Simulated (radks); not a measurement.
# Valence configurations of Ga³⁺

NIST gives [Ar] 3d10 as the ground configuration of Ga³⁺. Does this level of theory agree? Several fillings of the valence shells are run.

Method: scalar-relativistic Kohn-Sham, r2SCAN, spin-polarised, spherical densities, finite nucleus; open shells are filled with parallel spins first. Code: radks (a radial shooting solver on a logarithmic mesh, Libxc functionals) version 1.

**1. What is computed**

| Item | Value |
| --- | --- |
| element | gallium (Z = 31) |
| charge | +3 |
| electrons | 28 |
| configuration | [Ar] 3d10 |
| nuclear rms radius | 3.9973 fm |
| others tried | 3d9 4p1; 3d9 4s1; 3d9.5 4p0.5; 3d8 4s1 4p1; 3d6 4s1 4p3; 3d8 4s2; 3d8.5 4s1.5; 3d8 4p2; 3d9 4s0.5 4p0.5 |

The outer shells:

Ga³⁺
```
[Ar] core
3d [↑↓][↑↓][↑↓][↑↓][↑↓]
```

**2. [Ar] 3d10**

Input:

```text
Z 31
configuration [Ar] 3d10
relativity scalar-relativistic
functional r2scan,r2scan
spin polarised
nucleus finite rms 3.9973 fm
c 137.035999084
```

**3. [Ar] 3d9 4p1**

Settings, as their differences from step 2:

```diff
@@ -1,3 +1,3 @@
 Z 31
-configuration [Ar] 3d10
+configuration [Ar] 3d9 4p1
 relativity scalar-relativistic
```

**4. [Ar] 3d9 4s1**

Settings, as their differences from step 3:

```diff
@@ -1,3 +1,3 @@
 Z 31
-configuration [Ar] 3d9 4p1
+configuration [Ar] 3d9 4s1
 relativity scalar-relativistic
```

**5. [Ar] 3d9.5 4p0.5**

Settings, as their differences from step 4:

```diff
@@ -1,3 +1,3 @@
 Z 31
-configuration [Ar] 3d9 4s1
+configuration [Ar] 3d9.5 4p0.5
 relativity scalar-relativistic
```

**6. [Ar] 3d8 4s1 4p1**

Settings, as their differences from step 5:

```diff
@@ -1,3 +1,3 @@
 Z 31
-configuration [Ar] 3d9.5 4p0.5
+configuration [Ar] 3d8 4s1 4p1
 relativity scalar-relativistic
```

**7. [Ar] 3d6 4s1 4p3**

Settings, as their differences from step 6:

```diff
@@ -1,3 +1,3 @@
 Z 31
-configuration [Ar] 3d8 4s1 4p1
+configuration [Ar] 3d6 4s1 4p3
 relativity scalar-relativistic
```

**8. [Ar] 3d8 4s2**

Settings, as their differences from step 7:

```diff
@@ -1,3 +1,3 @@
 Z 31
-configuration [Ar] 3d6 4s1 4p3
+configuration [Ar] 3d8 4s2
 relativity scalar-relativistic
```

**9. [Ar] 3d8.5 4s1.5**

Settings, as their differences from step 8:

```diff
@@ -1,3 +1,3 @@
 Z 31
-configuration [Ar] 3d8 4s2
+configuration [Ar] 3d8.5 4s1.5
 relativity scalar-relativistic
```

**10. [Ar] 3d8 4p2**

Settings, as their differences from step 9:

```diff
@@ -1,3 +1,3 @@
 Z 31
-configuration [Ar] 3d8.5 4s1.5
+configuration [Ar] 3d8 4p2
 relativity scalar-relativistic
```

**11. [Ar] 3d9 4s0.5 4p0.5**

Settings, as their differences from step 10:

```diff
@@ -1,3 +1,3 @@
 Z 31
-configuration [Ar] 3d8 4p2
+configuration [Ar] 3d9 4s0.5 4p0.5
 relativity scalar-relativistic
```

Q: Predict the outcome of this session. Wanted: for each run, valence; E − E(NIST configuration); moment; highest level; its energy; 1s shift.

As calculated:

```csv
valence,E − E(NIST configuration) (eV),moment (μB),highest level,its energy (eV),1s shift (eV)
3d10,0.000,0,3d,-52.875,+0.00
3d9.5 4p0.5,13.885,1,4p up,-28.632,-5.96
3d9 4s1,18.617,2,4s up,-40.571,-10.51
3d9 4s0.5 4p0.5,23.836,2,4p up,-30.443,-11.29
3d9 4p1,28.941,2,4p up,-30.752,-12.07
3d8.5 4s1.5,30.762,2,4s down,-39.890,-16.19
3d8 4s2,43.776,2,4s down,-42.252,-22.04
3d8 4s1 4p1,51.978,4,4p up,-33.880,-23.28
3d8 4p2,63.112,4,4p up,-34.504,-24.77
3d6 4s1 4p3,137.29,8,4p up,-40.256,-50.88
```

What this shows: The NIST configuration is the lowest of those tried, 13.885 eV under 3d9.5 4p0.5. The energies are those of spherical high-spin densities, not of single terms. The 1s eigenvalue shifts by up to 50.88 eV as the valence charge is rearranged.
